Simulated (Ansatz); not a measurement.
# SiCl₂F₂ + SiH₄ + H₂O: a complex and its separated parts, part 2 of 3

Ansatz 0.2.0, Gaussian basis. The steps go on from the part before.

## 11. B3LYP-D4/def2-TZVPP

The inputs:

parta/in.yaml

```yaml
crystal:
  periodic: [false, false, false]
  atoms:
    - {symbol: Si, position_ang: [-1.142623, -1.286505, 1.497575]}
    - {symbol: Cl, position_ang: [-0.055201, -2.351045, 0.188727]}
    - {symbol: Cl, position_ang: [-2.909374, -2.157835, 1.882545]}
    - {symbol: F, position_ang: [-0.337271, -1.131456, 2.836932]}
    - {symbol: F, position_ang: [-1.388492, 0.152726, 0.919068]}
basis:
  gaussian: {orbitals: def2-TZVPP}
hamiltonian: {xc: {name: B3LYP}, dispersion: d4}
```

partb/in.yaml

```yaml
crystal:
  periodic: [false, false, false]
  atoms:
    - {symbol: Si, position_ang: [0.279612, 0.946514, -2.270736]}
    - {symbol: H, position_ang: [0.408762, 1.894206, -1.135361]}
    - {symbol: H, position_ang: [-1.046461, 0.281812, -2.212173]}
    - {symbol: H, position_ang: [0.405497, 1.687686, -3.550815]}
    - {symbol: H, position_ang: [1.350630, -0.077808, -2.184675]}
basis:
  gaussian: {orbitals: def2-TZVPP}
hamiltonian: {xc: {name: B3LYP}, dispersion: d4}
```

partc/in.yaml

```yaml
crystal:
  periodic: [false, false, false]
  atoms:
    - {symbol: H, position_ang: [1.264074, 1.145886, 0.746841]}
    - {symbol: O, position_ang: [1.487879, 0.323656, 1.188023]}
    - {symbol: H, position_ang: [1.682869, 0.572062, 2.094148]}
basis:
  gaussian: {orbitals: def2-TZVPP}
hamiltonian: {xc: {name: B3LYP}, dispersion: d4}
```

Each run has its own folder and the same command.

On the command line:

```sh
> ansatz run in.yaml --threads 4 --pin off --events-out ev --progress --plain --max-ram 66560MiB --backend cpu
```

parta printed (excerpt; [...] marks lines left out):

```text
Functional definition: B3LYP
  name "B3LYP"
  cite "Stephens, Devlin, Chabalowski & Frisch, J. Phys. Chem. 98, 11623 (1994) doi:10.1021/j100096a001"
  cite "Becke, Phys. Rev. A 38, 3098 (1988) doi:10.1103/PhysRevA.38.3098"
  cite "Lee, Yang & Parr, Phys. Rev. B 37, 785 (1988) doi:10.1103/PhysRevB.37.785"
  cite "Vosko, Wilk & Nusair, Can. J. Phys. 58, 1200 (1980) doi:10.1139/p80-159"
[...]
1229 factors; their error is unknown
[...]
mean field -38368.03452082 eV, -1409.9992618523 hartree, gradient 8.2e-5 eV, S^2 0.000000; 0 other end points of the search recorded, 0 dependent functions left out
reference -38368.03475292 eV, -1409.9992703817 hartree; 33, 33 occupied and 155, 155 virtual orbitals, 1229 factors
Total energy: -38368.31106707 eV, -1410.0094247395 hartree
```

partb printed (excerpt; [...] marks lines left out):

```text
[... 6 set-up lines as earlier in the session ...]
[...]
527 factors; their error is unknown
[...]
mean field -7943.47017061 eV, -291.9171444925 hartree, gradient 4.1e-5 eV, S^2 0.000000; 0 other end points of the search recorded, 0 dependent functions left out
reference -7943.47038126 eV, -291.9171522338 hartree; 9, 9 occupied and 89, 89 virtual orbitals, 527 factors
Total energy: -7943.53904683 eV, -291.9196756468 hartree
```

partc printed (excerpt; [...] marks lines left out):

```text
[... 6 set-up lines as earlier in the session ...]
[...]
269 factors; their error is unknown
[...]
mean field -2080.76395959 eV, -76.4666651224 hartree, gradient 1.1e-5 eV, S^2 0.000000; 0 other end points of the search recorded, 0 dependent functions left out
reference -2080.76409795 eV, -76.4666702071 hartree; 5, 5 occupied and 54, 54 virtual orbitals, 269 factors
Total energy: -2080.77252400 eV, -76.4669798587 hartree
```

Wall times: 1.9 s (parta), 0.41 s (partb), 0.2 s (partc) on 4 threads of AMD EPYC 7R13, shared host.

## 12. r2SCAN0-D4/def2-TZVPP

The same edit goes into each in.yaml of step 11 (parta, partb, partc):

```diff
-hamiltonian: {xc: {name: B3LYP}, dispersion: d4}
+hamiltonian: {xc: {name: r2SCAN0}, dispersion: d4}
```

One command serves all of them, each in its own folder.

On the command line:

```sh
> ansatz run in.yaml --threads 4 --pin off --events-out ev --progress --plain --max-ram 66560MiB --backend cpu
```

Log of parta (excerpt; [...] marks lines left out):

```text
Functional definition: r2SCAN0
  name "r2SCAN0"
  cite "Bursch, Neugebauer, Ehlert & Grimme, J. Chem. Phys. 156, 134105 (2022) doi:10.1063/5.0086040"
[... 3 set-up lines as earlier in the session ...]
[...]
1253 factors; their error is unknown
[...]
mean field -38361.46534843 eV, -1409.7578492197 hartree, gradient 4.1e-5 eV, S^2 0.000000; 0 other end points of the search recorded, 0 dependent functions left out
reference -38361.46535488 eV, -1409.7578494567 hartree; 33, 33 occupied and 155, 155 virtual orbitals, 1253 factors
Total energy: -38361.50985603 eV, -1409.7594848439 hartree
```

partb printed (excerpt; [...] marks lines left out):

```text
[... 6 set-up lines as earlier in the session ...]
[...]
527 factors; their error is unknown
[...]
mean field -7941.68719183 eV, -291.8516212310 hartree, gradient 3.6e-6 eV, S^2 0.000000; 0 other end points of the search recorded, 0 dependent functions left out
reference -7941.68720029 eV, -291.8516215418 hartree; 9, 9 occupied and 89, 89 virtual orbitals, 527 factors
Total energy: -7941.69826368 eV, -291.8520281140 hartree
```

Output in partc (excerpt; [...] marks lines left out):

```text
[... 6 set-up lines as earlier in the session ...]
[...]
269 factors; their error is unknown
[...]
mean field -2079.27470696 eV, -76.4119360978 hartree, gradient 2.0e-5 eV, S^2 0.000000; 0 other end points of the search recorded, 0 dependent functions left out
reference -2079.27471106 eV, -76.4119362485 hartree; 5, 5 occupied and 54, 54 virtual orbitals, 269 factors
Total energy: -2079.27611521 eV, -76.4119878501 hartree
```

They took 2.8 s (parta), 0.6 s (partb), 0.35 s (partc) on 4 threads of AMD EPYC 7R13, shared host.

## 13. BHLYP-D4/def2-TZVPP

The same edit goes into each in.yaml of step 12 (parta, partb, partc):

```diff
-hamiltonian: {xc: {name: r2SCAN0}, dispersion: d4}
+hamiltonian: {xc: {name: BHLYP}, dispersion: d4}
```

Each run has its own folder and the same command.

On the command line:

```sh
> ansatz run in.yaml --threads 4 --pin off --events-out ev --progress --plain --max-ram 66560MiB --backend cpu
```

parta printed (excerpt; [...] marks lines left out):

```text
Functional definition: BHLYP
  name "BHLYP"
  cite "Becke, J. Chem. Phys. 98, 1372 (1993) doi:10.1063/1.464304"
[... 2 set-up lines as earlier in the session ...]
[...]
1348 factors; their error is unknown
[...]
mean field -38365.05276333 eV, -1409.8896842856 hartree, gradient 1.8e-5 eV, S^2 0.000000; 0 other end points of the search recorded, 0 dependent functions left out
reference -38365.05291955 eV, -1409.8896900268 hartree; 33, 33 occupied and 155, 155 virtual orbitals, 1348 factors
Total energy: -38365.28191767 eV, -1409.8981055524 hartree
```

Log of partb (excerpt; [...] marks lines left out):

```text
[... 5 set-up lines as earlier in the session ...]
[...]
546 factors; their error is unknown
[...]
mean field -7942.64022835 eV, -291.8866446770 hartree, gradient 4.8e-6 eV, S^2 0.000000; 0 other end points of the search recorded, 0 dependent functions left out
reference -7942.64037095 eV, -291.8866499175 hartree; 9, 9 occupied and 89, 89 virtual orbitals, 546 factors
Total energy: -7942.68795358 eV, -291.8883985467 hartree
```

Log of partc (excerpt; [...] marks lines left out):

```text
[... 5 set-up lines as earlier in the session ...]
[...]
295 factors; their error is unknown
[...]
mean field -2079.57890875 eV, -76.4231153072 hartree, gradient 2.0e-5 eV, S^2 0.000000; 0 other end points of the search recorded, 0 dependent functions left out
reference -2079.57899954 eV, -76.4231186438 hartree; 5, 5 occupied and 54, 54 virtual orbitals, 295 factors
Total energy: -2079.58395135 eV, -76.4233006194 hartree
```

Times: 1.8 s (parta), 0.35 s (partb), 0.2 s (partc) on 4 threads of AMD EPYC 7R13, shared host.

## 14. CAM-B3LYP-D4/def2-TZVPP

The same edit goes into each in.yaml of step 13 (parta, partb, partc):

```diff
-hamiltonian: {xc: {name: BHLYP}, dispersion: d4}
+hamiltonian: {xc: {name: CAM-B3LYP}, dispersion: d4}
```

The same command starts each run, in its folder.

On the command line:

```sh
> ansatz run in.yaml --threads 4 --pin off --events-out ev --progress --plain --max-ram 66560MiB --backend cpu
```

parta printed (excerpt; [...] marks lines left out):

```text
Functional definition: CAM-B3LYP
  name "CAM-B3LYP"
  cite "Yanai, Tew & Handy, Chem. Phys. Lett. 393, 51 (2004) doi:10.1016/j.cplett.2004.06.011"
  cite "Iikura, Tsuneda, Yanai & Hirao, J. Chem. Phys. 115, 3540 (2001) doi:10.1063/1.1383587"
[... 2 set-up lines as earlier in the session ...]
[...]
1229 factors; their error is unknown
206 factors; integrals over basis functions are off by at most 1.6e-5 eV
[...]
mean field -38366.71135590 eV, -1409.9506364384 hartree, gradient 1.6e-5 eV, S^2 0.000000; 0 other end points of the search recorded, 0 dependent functions left out
reference -38366.71146906 eV, -1409.9506405969 hartree; 33, 33 occupied and 155, 155 virtual orbitals, 1229 factors
Total energy: -38366.85644255 eV, -1409.9559682744 hartree
```

partb printed (excerpt; [...] marks lines left out):

```text
[... 6 set-up lines as earlier in the session ...]
[...]
  # Exact exchange under (alpha + beta erf(omega r))/r, Becke's under what is left of 1/r.
[...]
527 factors; their error is unknown
147 factors; integrals over basis functions are off by at most 1.1e-5 eV
[...]
mean field -7942.76500992 eV, -291.8912303150 hartree, gradient 9.0e-6 eV, S^2 0.000000; 0 other end points of the search recorded, 0 dependent functions left out
reference -7942.76511238 eV, -291.8912340805 hartree; 9, 9 occupied and 89, 89 virtual orbitals, 527 factors
Total energy: -7942.79928137 eV, -291.8924897677 hartree
```

partc printed (excerpt; [...] marks lines left out):

```text
[... 6 set-up lines as earlier in the session ...]
[...]
  # Exact exchange under (alpha + beta erf(omega r))/r, Becke's under what is left of 1/r.
[...]
269 factors; their error is unknown
72 factors; integrals over basis functions are off by at most 1.6e-5 eV
[...]
mean field -2079.99968553 eV, -76.4385785687 hartree, gradient 1.1e-5 eV, S^2 0.000000; 0 other end points of the search recorded, 0 dependent functions left out
reference -2079.99975296 eV, -76.4385810467 hartree; 5, 5 occupied and 54, 54 virtual orbitals, 269 factors
Total energy: -2080.00381891 eV, -76.4387304678 hartree
```

Wall times: 2 s (parta), 0.45 s (partb), 0.26 s (partc) on 4 threads of AMD EPYC 7R13, shared host.

## 15. wB97X-V/def2-TZVPP

Each input of step 14 (parta, partb, partc) changes in the same lines:

```diff
-hamiltonian: {xc: {name: CAM-B3LYP}, dispersion: d4}
+hamiltonian: {xc: {name: wB97X-V}}
```

Each run has its own folder and the same command.

On the command line:

```sh
> ansatz run in.yaml --threads 4 --pin off --events-out ev --progress --plain --max-ram 66560MiB --backend cpu
```

parta printed (excerpt; [...] marks lines left out):

```text
Functional definition: wB97X-V
  name "wB97X-V"
  cite "Mardirossian & Head-Gordon, Phys. Chem. Chem. Phys. 16, 9904 (2014) doi:10.1039/C3CP54374A"
[... 2 set-up lines as earlier in the session ...]
[...]
      + integral(e_c_pw_opposite_spin*poly(b97_u_opposite, cos0, cos1)) + vv10(b, c)
1223 factors; their error is unknown
188 factors; integrals over basis functions are off by at most 3.0e-5 eV
[...]
mean field -38360.04917810 eV, -1409.7058059200 hartree, gradient 4.3e-5 eV, S^2 0.000000; 0 other end points of the search recorded, 0 dependent functions left out
reference -38360.04917661 eV, -1409.7058058653 hartree; 33, 33 occupied and 155, 155 virtual orbitals, 1223 factors
Total energy: -38360.04917661 eV, -1409.7058058653 hartree
```

partb printed (excerpt; [...] marks lines left out):

```text
[... 5 set-up lines as earlier in the session ...]
[...]
      + integral(e_c_pw_opposite_spin*poly(b97_u_opposite, cos0, cos1)) + vv10(b, c)
527 factors; their error is unknown
136 factors; integrals over basis functions are off by at most 1.1e-5 eV
[...]
mean field -7941.38123444 eV, -291.8403775040 hartree, gradient 2.9e-5 eV, S^2 0.000000; 0 other end points of the search recorded, 0 dependent functions left out
reference -7941.38123270 eV, -291.8403774401 hartree; 9, 9 occupied and 89, 89 virtual orbitals, 527 factors
Total energy: -7941.38123270 eV, -291.8403774401 hartree
```

partc printed (excerpt; [...] marks lines left out):

```text
[... 5 set-up lines as earlier in the session ...]
[...]
      + integral(e_c_pw_opposite_spin*poly(b97_u_opposite, cos0, cos1)) + vv10(b, c)
269 factors; their error is unknown
69 factors; integrals over basis functions are off by at most 2.2e-5 eV
[...]
mean field -2079.88767189 eV, -76.4344621434 hartree, gradient 2.2e-5 eV, S^2 0.000000; 0 other end points of the search recorded, 0 dependent functions left out
reference -2079.88767099 eV, -76.4344621104 hartree; 5, 5 occupied and 54, 54 virtual orbitals, 269 factors
Total energy: -2079.88767099 eV, -76.4344621104 hartree
```

They took 4.1 s (parta), 0.96 s (partb), 0.35 s (partc) on 4 threads of AMD EPYC 7R13, shared host.

## 16. wB97M-V/def2-TZVPP

Each input of step 15 (parta, partb, partc) changes in the same lines:

```diff
-hamiltonian: {xc: {name: wB97X-V}}
+hamiltonian: {xc: {name: wB97M-V}}
```

One command serves all of them, each in its own folder.

On the command line:

```sh
> ansatz run in.yaml --threads 4 --pin off --events-out ev --progress --plain --max-ram 66560MiB --backend cpu
```

Output in parta (excerpt; [...] marks lines left out):

```text
Functional definition: wB97M-V
  name "wB97M-V"
  cite "Mardirossian & Head-Gordon, J. Chem. Phys. 144, 214110 (2016) doi:10.1063/1.4952647"
[... 2 set-up lines as earlier in the session ...]
  # Of w^i u^j: cxij and so on, Table III.
[...]
  gx(w, u) = 1 - cx + cx01*u + cx10*w
[...]
      + integral(e_c_pw_mod_opposite_spin*gos(b97_w_opposite, b97_u_opposite)) + vv10(b, c)
1223 factors; their error is unknown
188 factors; integrals over basis functions are off by at most 3.0e-5 eV
[...]
mean field -38364.15340329 eV, -1409.8566334138 hartree, gradient 3.7e-5 eV, S^2 0.000000; 0 other end points of the search recorded, 0 dependent functions left out
reference -38364.15343962 eV, -1409.8566347488 hartree; 33, 33 occupied and 155, 155 virtual orbitals, 1223 factors
Total energy: -38364.15343962 eV, -1409.8566347488 hartree
```

Log of partb (excerpt; [...] marks lines left out):

```text
[... 5 set-up lines as earlier in the session ...]
  # Of w^i u^j: cxij and so on, Table III.
[...]
  gx(w, u) = 1 - cx + cx01*u + cx10*w
[...]
      + integral(e_c_pw_mod_opposite_spin*gos(b97_w_opposite, b97_u_opposite)) + vv10(b, c)
527 factors; their error is unknown
136 factors; integrals over basis functions are off by at most 1.1e-5 eV
[...]
mean field -7941.54407863 eV, -291.8463619177 hartree, gradient 4.9e-5 eV, S^2 0.000000; 0 other end points of the search recorded, 0 dependent functions left out
reference -7941.54412102 eV, -291.8463634755 hartree; 9, 9 occupied and 89, 89 virtual orbitals, 527 factors
Total energy: -7941.54412102 eV, -291.8463634755 hartree
```

partc printed (excerpt; [...] marks lines left out):

```text
[... 5 set-up lines as earlier in the session ...]
  # Of w^i u^j: cxij and so on, Table III.
[...]
  gx(w, u) = 1 - cx + cx01*u + cx10*w
[...]
      + integral(e_c_pw_mod_opposite_spin*gos(b97_w_opposite, b97_u_opposite)) + vv10(b, c)
269 factors; their error is unknown
69 factors; integrals over basis functions are off by at most 2.2e-5 eV
[...]
mean field -2079.85938206 eV, -76.4334225112 hartree, gradient 2.9e-5 eV, S^2 0.000000; 0 other end points of the search recorded, 0 dependent functions left out
reference -2079.85940406 eV, -76.4334233201 hartree; 5, 5 occupied and 54, 54 virtual orbitals, 269 factors
Total energy: -2079.85940406 eV, -76.4334233201 hartree
```

Wall times: 4.7 s (parta), 1 s (partb), 0.35 s (partc) on 4 threads of AMD EPYC 7R13, shared host.

## 17. B2PLYP/def2-TZVPP

Each input of step 16 (parta, partb, partc) changes in the same lines:

```diff
-hamiltonian: {xc: {name: wB97M-V}}
+hamiltonian: {xc: {name: B2PLYP}}
```

The same command starts each run, in its folder.

On the command line:

```sh
> ansatz run in.yaml --threads 4 --pin off --events-out ev --progress --plain --max-ram 66560MiB --backend cpu
```

parta printed (excerpt; [...] marks lines left out):

```text
Functional definition: B2PLYP
  name "B2PLYP"
  cite "Grimme, J. Chem. Phys. 124, 034108 (2006) doi:10.1063/1.2148954"
[... 2 set-up lines as earlier in the session ...]
[...]
1167 factors; integrals over basis functions are off by at most 6.6e-4 eV
[...]
mean field -38345.26976326 eV, -1409.1626724424 hartree, gradient 5.2e-6 eV, S^2 0.000000; 0 other end points of the search recorded, 0 dependent functions left out
17 core orbitals not correlated: weight in the atoms' cores, before any rotation towards them, 1.000 or more for the frozen orbitals, at most 0.000 for the correlated occupied ones
reference -38345.26990939 eV, -1409.1626778125 hartree; 16, 16 occupied and 155, 155 virtual orbitals, 1167 factors
second order -31.96297922 eV of doubles, -0.00000000 eV of singles
Total energy: -38353.89991377 eV, -1409.4798246241 hartree
```

Log of partb (excerpt; [...] marks lines left out):

```text
[... 5 set-up lines as earlier in the session ...]
[...]
537 factors; integrals over basis functions are off by at most 7.6e-4 eV
[...]
mean field -7937.89734363 eV, -291.7123468782 hartree, gradient 2.5e-6 eV, S^2 0.000000; 0 other end points of the search recorded, 0 dependent functions left out
5 core orbitals not correlated: weight in the atoms' cores, before any rotation towards them, 1.000 or more for the frozen orbitals, at most 0.000 for the correlated occupied ones
reference -7937.89747677 eV, -291.7123517712 hartree; 4, 4 occupied and 89, 89 virtual orbitals, 537 factors
second order -4.78235879 eV of doubles, -0.00000000 eV of singles
Total energy: -7939.18871364 eV, -291.7598038510 hartree
```

Output in partc (excerpt; [...] marks lines left out):

```text
[... 5 set-up lines as earlier in the session ...]
[...]
361 factors; integrals over basis functions are off by at most 7.6e-4 eV
[...]
mean field -2077.03828099 eV, -76.3297489594 hartree, gradient 8.4e-7 eV, S^2 0.000000; 0 other end points of the search recorded, 0 dependent functions left out
1 core orbitals not correlated: weight in the atoms' cores, before any rotation towards them, 1.000 or more for the frozen orbitals, at most 0.000 for the correlated occupied ones
reference -2077.03836602 eV, -76.3297520841 hartree; 4, 4 occupied and 54, 54 virtual orbitals, 361 factors
second order -8.41871884 eV of doubles, -0.00000000 eV of singles
Total energy: -2079.31142011 eV, -76.4132852810 hartree
```

They took 3.3 s (parta), 0.55 s (partb), 0.25 s (partc) on 4 threads of AMD EPYC 7R13, shared host.

## 18. PBE-QIDH/def2-TZVPP

Each input of step 17 (parta, partb, partc) changes in the same lines:

```diff
-hamiltonian: {xc: {name: B2PLYP}}
+hamiltonian: {xc: {name: PBE-QIDH}}
```

One command serves all of them, each in its own folder.

On the command line:

```sh
> ansatz run in.yaml --threads 4 --pin off --events-out ev --progress --plain --max-ram 66560MiB --backend cpu
```

Log of parta (excerpt; [...] marks lines left out):

```text
Functional definition: PBE-QIDH
  name "PBE-QIDH"
  cite "Brémond, Sancho-García, Pérez-Jiménez & Adamo, J. Chem. Phys. 141, 031101 (2014) doi:10.1063/1.4890314"
[... 1 set-up line as earlier in the session ...]
[...]
1167 factors; integrals over basis functions are off by at most 6.6e-4 eV
[...]
mean field -38332.97004098 eV, -1408.7106659857 hartree, gradient 5.8e-6 eV, S^2 0.000000; 0 other end points of the search recorded, 0 dependent functions left out
17 core orbitals not correlated: weight in the atoms' cores, before any rotation towards them, 1.000 or more for the frozen orbitals, at most 0.000 for the correlated occupied ones
reference -38332.97005026 eV, -1408.7106663267 hartree; 16, 16 occupied and 155, 155 virtual orbitals, 1167 factors
second order -29.82342028 eV of doubles, -0.00000000 eV of singles
Total energy: -38342.91119035 eV, -1409.0759964867 hartree
```

Log of partb (excerpt; [...] marks lines left out):

```text
[... 4 set-up lines as earlier in the session ...]
[...]
537 factors; integrals over basis functions are off by at most 7.6e-4 eV
[...]
mean field -7935.34622433 eV, -291.6185949734 hartree, gradient 4.6e-6 eV, S^2 0.000000; 0 other end points of the search recorded, 0 dependent functions left out
5 core orbitals not correlated: weight in the atoms' cores, before any rotation towards them, 1.000 or more for the frozen orbitals, at most 0.000 for the correlated occupied ones
reference -7935.34623491 eV, -291.6185953620 hartree; 4, 4 occupied and 89, 89 virtual orbitals, 537 factors
second order -4.44765592 eV of doubles, -0.00000000 eV of singles
Total energy: -7936.82878688 eV, -291.6730781421 hartree
```

Output in partc (excerpt; [...] marks lines left out):

```text
[... 4 set-up lines as earlier in the session ...]
[...]
361 factors; integrals over basis functions are off by at most 7.6e-4 eV
[...]
mean field -2075.58435562 eV, -76.2763181875 hartree, gradient 2.2e-6 eV, S^2 0.000000; 0 other end points of the search recorded, 0 dependent functions left out
1 core orbitals not correlated: weight in the atoms' cores, before any rotation towards them, 1.000 or more for the frozen orbitals, at most 0.000 for the correlated occupied ones
reference -2075.58436111 eV, -76.2763183894 hartree; 4, 4 occupied and 54, 54 virtual orbitals, 361 factors
second order -7.85898677 eV of doubles, -0.00000000 eV of singles
Total energy: -2078.20402337 eV, -76.3725892016 hartree
```

Times: 3.2 s (parta), 0.61 s (partb), 0.25 s (partc) on 4 threads of AMD EPYC 7R13, shared host.

[end of part 2 of 3]
